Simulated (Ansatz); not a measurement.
Born–Oppenheimer molecular dynamics of a periodic cell of 27 atoms, K7S4O16 (host K2SO4, host structure Pnma, one K atom removed), cell charge -1. It starts from an unrelaxed structure (largest force component 1.62 eV/Å).

These are results of Ansatz, DFT LDA, scalar-relativistic, plane waves, PAW, not measurements. Settings: accuracy low, cutoff 420 eV, k mesh 1x2x1, fermi-dirac smearing 0.05 eV, no spin polarisation.

```yaml
ensemble: NVT, Langevin thermostat
time_step: 1 fs
steps_asked: 220
set_temperature: 700 K
friction: 0.01 /fs
seed: 258110
```

Frames 2 fs apart, positions in Å, forces in eV/Å.

Velocities at 160.0 fs (Å/ps):

```
K 3.51 -3.47 -1.82
K -0.06 0.68 -0.11
K 2.62 -5.95 -2.35
K 2.74 -4.07 2.99
K -1.49 3.07 -3.54
K -0.69 1.36 4.58
K -1.39 -2.84 1.66
S -5.66 1.14 4.33
S -7.73 -0.45 -4.52
S -3.81 -3.63 -1.93
S -1.57 4.59 4.19
O 9.62 1.50 3.52
O -7.69 13.84 5.90
O 4.58 3.60 4.44
O -1.74 -8.51 4.68
O -8.29 -7.67 5.42
O -5.76 -6.66 6.58
O 4.49 3.02 -0.84
O 4.74 -7.50 12.80
O -0.14 5.86 -1.92
O -5.83 -2.14 -8.10
O 4.74 -5.14 -6.30
O -5.28 4.80 1.41
O 8.38 -5.87 -3.35
O -2.30 0.70 1.54
O -2.62 2.36 -0.16
O -0.87 -5.10 -5.69
```

```xyz
27
Lattice="7.5258 0.0000 0.0000 0.0000 5.8078 0.0000 0.0000 0.0000 10.1399" Properties=species:S:1:pos:R:3:forces:R:3 time_fs=160.0 energy_less_start_eV=1.393 T=570
K 6.129 4.297 0.968 -0.61 -0.31 0.23
K 2.409 4.291 3.405 0.09 -0.05 1.16
K 1.560 1.338 9.532 -0.07 0.11 -0.65
K 4.821 1.807 5.977 0.13 -0.76 -0.17
K 4.003 4.072 8.132 0.04 0.41 0.07
K 0.247 4.280 7.064 0.05 0.44 0.27
K 7.263 1.033 2.903 0.18 0.86 -0.14
S 5.988 4.306 4.277 1.84 1.84 1.00
S 1.693 4.184 0.659 -0.52 -3.03 0.20
S 1.735 1.749 5.907 2.28 0.32 -0.11
S 5.504 1.140 9.437 0.06 -2.34 0.48
O 7.456 4.699 4.117 -1.55 -0.86 0.54
O 3.163 4.045 1.072 -2.71 0.45 -0.68
O 0.302 1.784 6.049 -1.70 0.44 0.00
O 4.111 0.850 8.911 1.30 0.39 0.77
O 5.653 4.144 5.721 -0.11 0.23 0.11
O 1.625 3.960 9.321 0.17 0.89 0.74
O 2.122 1.672 4.441 -0.17 0.09 1.58
O 5.596 1.316 0.768 -0.59 -0.40 -0.42
O 5.200 5.491 3.787 0.08 -1.63 -0.35
O 0.763 3.079 1.284 2.73 1.48 -0.72
O 2.384 2.995 6.541 -0.67 -0.93 -1.29
O 6.399 -0.036 9.062 -0.98 0.80 -0.11
O 2.270 0.622 6.706 0.10 -0.48 -0.56
O 6.015 2.345 8.820 0.32 1.86 -1.24
O 5.785 3.002 3.638 -0.79 0.42 -0.65
O 1.045 5.448 1.099 1.12 -0.23 -0.06
27
Lattice="7.5258 0.0000 0.0000 0.0000 5.8078 0.0000 0.0000 0.0000 10.1399" Properties=species:S:1:pos:R:3:forces:R:3 time_fs=162.0 energy_less_start_eV=1.432 T=588
K 6.136 4.290 0.965 -0.68 -0.29 0.24
K 2.407 4.293 3.404 0.09 -0.05 1.17
K 1.565 1.327 9.528 -0.06 0.13 -0.63
K 4.826 1.799 5.982 0.06 -0.79 -0.17
K 4.001 4.079 8.125 0.00 0.39 0.06
K 0.246 4.283 7.072 0.07 0.42 0.22
K 7.261 1.029 2.905 0.22 0.89 -0.17
S 5.979 4.310 4.285 2.34 1.85 0.88
S 1.676 4.182 0.649 0.05 -3.15 1.19
S 1.727 1.741 5.902 3.65 0.31 -0.04
S 5.503 1.147 9.448 -0.16 -2.55 0.85
O 7.474 4.702 4.123 -2.34 -1.01 0.76
O 3.145 4.073 1.083 -2.67 0.24 -0.87
O 0.310 1.791 6.056 -2.46 0.31 0.05
O 4.108 0.832 8.922 1.44 0.67 0.90
O 5.632 4.130 5.732 0.08 0.47 -0.23
O 1.613 3.947 9.337 0.21 0.81 -0.43
O 2.131 1.678 4.441 -0.39 -0.06 1.49
O 5.607 1.302 0.794 -0.67 -0.24 -1.09
O 5.204 5.501 3.782 0.17 -1.77 -0.09
O 0.756 3.076 1.267 2.60 1.29 -0.53
O 2.392 2.984 6.526 -0.74 -0.84 -1.10
O 6.388 -0.024 9.063 -0.68 0.58 -0.18
O 2.285 0.611 6.699 -0.23 -0.26 -0.72
O 6.011 2.350 8.823 0.19 1.84 -1.05
O 5.779 3.009 3.637 -0.74 0.48 -0.60
O 1.044 5.437 1.086 0.66 0.33 0.09
27
Lattice="7.5258 0.0000 0.0000 0.0000 5.8078 0.0000 0.0000 0.0000 10.1399" Properties=species:S:1:pos:R:3:forces:R:3 time_fs=164.0 energy_less_start_eV=1.433 T=585
K 6.144 4.283 0.962 -0.76 -0.27 0.24
K 2.404 4.299 3.403 0.10 -0.06 1.17
K 1.570 1.318 9.522 -0.05 0.14 -0.61
K 4.834 1.792 5.986 0.02 -0.81 -0.16
K 3.999 4.085 8.121 -0.04 0.37 0.04
K 0.248 4.286 7.081 0.08 0.37 0.17
K 7.261 1.028 2.907 0.24 0.89 -0.19
S 5.976 4.316 4.290 2.41 1.57 0.96
S 1.659 4.176 0.641 0.69 -2.99 2.21
S 1.722 1.732 5.896 4.38 0.43 0.22
S 5.502 1.147 9.460 -0.25 -1.81 0.89
O 7.487 4.702 4.132 -2.73 -1.02 0.88
O 3.122 4.100 1.092 -2.44 0.00 -0.97
O 0.314 1.801 6.063 -2.85 0.17 0.06
O 4.108 0.815 8.934 1.46 0.87 1.00
O 5.608 4.118 5.739 0.32 0.71 -0.59
O 1.603 3.938 9.355 0.23 0.64 -1.90
O 2.139 1.685 4.448 -0.52 -0.25 1.09
O 5.620 1.290 0.817 -0.75 -0.13 -1.58
O 5.208 5.503 3.774 0.23 -1.71 0.05
O 0.754 3.078 1.247 2.29 0.90 -0.18
O 2.397 2.971 6.510 -0.73 -0.63 -0.84
O 6.375 -0.008 9.066 -0.21 0.11 -0.31
O 2.296 0.603 6.692 -0.48 -0.22 -0.78
O 6.006 2.362 8.824 -0.13 1.26 -0.60
O 5.774 3.018 3.634 -0.66 0.50 -0.56
O 1.043 5.425 1.074 0.16 0.96 0.28
27
Lattice="7.5258 0.0000 0.0000 0.0000 5.8078 0.0000 0.0000 0.0000 10.1399" Properties=species:S:1:pos:R:3:forces:R:3 time_fs=166.0 energy_less_start_eV=1.382 T=626
K 6.153 4.276 0.959 -0.84 -0.26 0.24
K 2.401 4.306 3.405 0.12 -0.06 1.19
K 1.575 1.308 9.517 -0.05 0.15 -0.60
K 4.839 1.784 5.989 0.02 -0.80 -0.16
K 3.997 4.090 8.115 -0.06 0.33 0.01
K 0.250 4.290 7.093 0.07 0.31 0.11
K 7.263 1.028 2.907 0.24 0.88 -0.18
S 5.975 4.324 4.293 2.25 1.13 1.16
S 1.645 4.165 0.638 1.08 -2.19 2.79
S 1.725 1.722 5.890 3.87 0.73 0.69
S 5.500 1.142 9.472 -0.24 -0.69 0.79
O 7.492 4.694 4.143 -2.85 -0.89 0.92
O 3.092 4.128 1.099 -1.91 -0.30 -0.91
O 0.312 1.814 6.068 -2.40 -0.05 -0.02
O 4.110 0.799 8.949 1.33 0.99 1.02
O 5.583 4.110 5.744 0.55 0.92 -0.87
O 1.595 3.931 9.370 0.26 0.46 -3.17
O 2.148 1.693 4.461 -0.52 -0.49 0.33
O 5.628 1.280 0.835 -0.79 -0.06 -1.88
O 5.208 5.501 3.765 0.26 -1.48 0.12
O 0.755 3.083 1.226 1.81 0.23 0.33
O 2.400 2.954 6.492 -0.58 -0.26 -0.49
O 6.364 0.005 9.069 0.29 -0.37 -0.46
O 2.306 0.597 6.681 -0.59 -0.40 -0.70
O 5.999 2.378 8.823 -0.48 0.46 -0.08
O 5.766 3.031 3.630 -0.57 0.41 -0.58
O 1.041 5.418 1.063 -0.23 1.29 0.41
27
Lattice="7.5258 0.0000 0.0000 0.0000 5.8078 0.0000 0.0000 0.0000 10.1399" Properties=species:S:1:pos:R:3:forces:R:3 time_fs=168.0 energy_less_start_eV=1.330 T=605
K 6.161 4.268 0.955 -0.90 -0.25 0.23
K 2.397 4.313 3.407 0.14 -0.05 1.22
K 1.579 1.296 9.513 -0.04 0.17 -0.62
K 4.841 1.773 5.989 0.05 -0.77 -0.16
K 3.994 4.094 8.110 -0.08 0.30 -0.02
K 0.252 4.293 7.106 0.04 0.25 0.07
K 7.266 1.027 2.908 0.22 0.87 -0.16
S 5.976 4.334 4.296 1.85 0.49 1.31
S 1.631 4.153 0.638 1.24 -0.89 2.84
S 1.732 1.713 5.884 2.59 1.24 1.31
S 5.500 1.138 9.486 -0.15 0.38 0.45
O 7.489 4.682 4.154 -2.68 -0.67 0.91
O 3.058 4.154 1.106 -1.15 -0.62 -0.76
O 0.305 1.831 6.070 -1.49 -0.31 -0.13
O 4.119 0.787 8.968 0.94 1.02 0.97
O 5.560 4.106 5.745 0.75 1.07 -1.02
O 1.590 3.924 9.379 0.30 0.36 -3.98
O 2.153 1.700 4.475 -0.38 -0.71 -0.70
O 5.633 1.271 0.848 -0.77 0.02 -1.90
O 5.208 5.496 3.758 0.25 -1.12 0.12
O 0.759 3.087 1.205 1.17 -0.54 0.95
O 2.403 2.939 6.476 -0.39 0.10 -0.14
O 6.353 0.015 9.071 0.79 -0.80 -0.57
O 2.314 0.594 6.668 -0.59 -0.75 -0.49
O 5.991 2.395 8.821 -0.73 -0.28 0.42
O 5.755 3.047 3.623 -0.47 0.33 -0.58
O 1.040 5.419 1.054 -0.50 1.15 0.43
27
Lattice="7.5258 0.0000 0.0000 0.0000 5.8078 0.0000 0.0000 0.0000 10.1399" Properties=species:S:1:pos:R:3:forces:R:3 time_fs=170.0 energy_less_start_eV=1.325 T=613
K 6.165 4.258 0.951 -0.94 -0.23 0.22
K 2.393 4.318 3.411 0.17 -0.04 1.25
K 1.584 1.285 9.512 -0.03 0.18 -0.66
K 4.846 1.761 5.987 0.10 -0.71 -0.16
K 3.991 4.097 8.105 -0.08 0.28 -0.04
K 0.254 4.293 7.118 0.01 0.20 0.03
K 7.268 1.026 2.910 0.19 0.86 -0.13
S 5.979 4.345 4.300 1.22 -0.35 1.34
S 1.618 4.140 0.639 1.40 0.66 2.08
S 1.742 1.704 5.880 0.96 1.81 2.00
S 5.502 1.133 9.501 -0.04 1.26 -0.08
O 7.480 4.665 4.169 -2.23 -0.35 0.85
O 3.024 4.180 1.114 -0.32 -0.94 -0.59
O 0.295 1.845 6.071 -0.37 -0.59 -0.25
O 4.132 0.775 8.991 0.43 1.03 0.86
O 5.542 4.103 5.743 0.89 1.18 -1.01
O 1.583 3.918 9.377 0.37 0.36 -3.94
O 2.155 1.708 4.489 -0.16 -0.90 -1.83
O 5.639 1.263 0.853 -0.70 0.11 -1.58
O 5.207 5.490 3.754 0.23 -0.67 0.07
O 0.764 3.088 1.185 0.39 -1.41 1.60
O 2.407 2.929 6.463 -0.20 0.37 0.18
O 6.344 0.022 9.071 1.25 -1.13 -0.66
O 2.321 0.589 6.653 -0.50 -1.11 -0.24
O 5.982 2.413 8.820 -0.90 -0.92 0.84
O 5.742 3.064 3.615 -0.36 0.29 -0.55
O 1.041 5.426 1.048 -0.75 0.76 0.40
27
Lattice="7.5258 0.0000 0.0000 0.0000 5.8078 0.0000 0.0000 0.0000 10.1399" Properties=species:S:1:pos:R:3:forces:R:3 time_fs=172.0 energy_less_start_eV=1.367 T=579
K 6.168 4.248 0.946 -0.96 -0.22 0.22
K 2.386 4.323 3.417 0.19 -0.03 1.29
K 1.589 1.275 9.508 -0.02 0.18 -0.70
K 4.849 1.748 5.986 0.16 -0.65 -0.17
K 3.988 4.100 8.101 -0.07 0.28 -0.05
K 0.257 4.293 7.129 -0.04 0.16 0.00
K 7.269 1.026 2.912 0.17 0.83 -0.09
S 5.985 4.354 4.304 0.37 -1.09 1.33
S 1.607 4.128 0.640 1.53 2.44 0.98
S 1.754 1.696 5.878 -0.57 2.21 2.40
S 5.507 1.130 9.516 0.00 1.62 -0.80
O 7.465 4.642 4.185 -1.36 0.06 0.77
O 2.993 4.204 1.125 0.49 -1.22 -0.48
O 0.286 1.855 6.073 0.60 -0.81 -0.33
O 4.145 0.765 9.018 -0.07 1.01 0.73
O 5.527 4.104 5.737 0.95 1.19 -0.82
O 1.576 3.919 9.367 0.46 0.40 -3.39
O 2.153 1.713 4.499 0.03 -1.02 -2.71
O 5.643 1.260 0.853 -0.55 0.18 -0.96
O 5.208 5.481 3.752 0.14 -0.11 -0.04
O 0.774 3.087 1.167 -0.48 -2.37 2.20
O 2.410 2.918 6.452 0.01 0.62 0.48
O 6.338 0.022 9.070 1.53 -1.19 -0.66
O 2.324 0.581 6.637 -0.37 -1.41 0.02
O 5.972 2.426 8.825 -0.92 -1.26 1.06
O 5.731 3.084 3.604 -0.31 0.05 -0.58
O 1.039 5.436 1.042 -0.89 0.16 0.32
27
Lattice="7.5258 0.0000 0.0000 0.0000 5.8078 0.0000 0.0000 0.0000 10.1399" Properties=species:S:1:pos:R:3:forces:R:3 time_fs=174.0 energy_less_start_eV=1.452 T=537
K 6.171 4.239 0.941 -0.99 -0.20 0.21
K 2.379 4.330 3.424 0.21 -0.01 1.32
K 1.592 1.266 9.504 0.00 0.18 -0.74
K 4.851 1.734 5.984 0.21 -0.58 -0.18
K 3.984 4.104 8.096 -0.04 0.28 -0.06
K 0.260 4.294 7.140 -0.09 0.14 -0.04
K 7.271 1.026 2.915 0.13 0.80 -0.06
S 5.991 4.361 4.310 -0.82 -1.66 1.42
S 1.599 4.117 0.643 1.57 4.11 -0.43
S 1.763 1.692 5.877 -1.62 2.36 2.47
S 5.511 1.129 9.529 0.25 1.68 -1.51
O 7.444 4.619 4.204 -0.05 0.51 0.67
O 2.965 4.223 1.134 1.25 -1.41 -0.34
O 0.277 1.864 6.076 1.34 -0.97 -0.38
O 4.159 0.763 9.046 -0.69 0.90 0.50
O 5.516 4.109 5.734 0.98 1.12 -0.62
O 1.572 3.925 9.351 0.51 0.42 -2.39
O 2.152 1.716 4.501 0.09 -1.08 -3.14
O 5.642 1.260 0.849 -0.34 0.22 -0.20
O 5.211 5.472 3.753 0.02 0.46 -0.18
O 0.784 3.084 1.156 -1.26 -3.25 2.65
O 2.415 2.910 6.443 0.16 0.84 0.72
O 6.336 0.020 9.065 1.59 -1.05 -0.56
O 2.331 0.572 6.622 -0.31 -1.54 0.18
O 5.963 2.433 8.833 -0.86 -1.39 1.12
O 5.723 3.106 3.596 -0.30 -0.36 -0.68
O 1.033 5.448 1.039 -0.94 -0.50 0.23
```

Of the whole run (220 fs, mean temperature of the second half 601 K): The mean temperature of the second half is 14 % below the set value. A run of 0.22 ps of so small a system gives no equilibrium averages. Limits of this set-up: coarse k mesh, low accuracy level, charged cell in a uniform background, uncorrected.

Run time: 18 min on 1 thread of Arm Neoverse V1, with other jobs on the host, peak memory 0.68 GiB.
